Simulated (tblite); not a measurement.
# C5H9NOSi: the cost of one run

Programs: tblite 0.8.0 and PySCF 2.14.0, with density-fitted response routines of our own. Each step states its level of theory. These are calculated values for one molecule in the gas phase, unless marked as measured. Atoms count from 0, in the outputs and in this text.

### Step 1. The molecule as given

17 atoms, charge 0, multiplicity 1; geometry from: force field or distance geometry start.

Bonds of the start (Å): C0–C1 1.34, C1–Si2 1.84, C1–C3 1.44, C3–N4 1.26, N4–C5 1.40, C5–C6 1.51, C5–O7 1.25, C0–H8 1.09, C0–H9 1.07, Si2–H10 1.49, Si2–H11 1.48, Si2–H12 1.46, C3–H13 1.10, C6–H14 1.14, C6–H15 1.11, C6–H16 1.09.

### Step 2. Relaxing the molecule with GFN2-xTB

What the job is given:

```
{"job": {"kind": "relax", "xc": "GFN2-xTB", "basis": "xTB"}, "charge": 0, "multiplicity": 1}
C      2.291100     1.380200     0.159900
C      1.168400     0.695700    -0.079000
Si     1.264700    -1.114200     0.255900
C      0.031400     1.438100    -0.556400
N     -1.118900     1.002600    -0.825300
C     -1.546500    -0.332300    -0.741400
C     -2.451300    -0.653800     0.419700
O     -1.222800    -1.249200    -1.526700
H      2.299700     2.454100    -0.010900
H      3.143300     0.843400     0.521900
H      1.390900    -1.801800    -1.059800
H      2.467300    -1.434700     1.056200
H      0.142500    -1.654400     1.019500
H      0.194100     2.520200    -0.685300
H     -3.381500    -0.009100     0.329800
H     -1.876100    -0.389400     1.335700
H     -2.803300    -1.683300     0.376300
```

Started as:

```
OMP_NUM_THREADS=1 python probes_run.py task.json out
```

One launch serves the whole session: the jobs run in the order shown.

**Question.** How long does this first job take on 1 thread of Intel Xeon at 2.50GHz, shared host?

About 1.5 s.
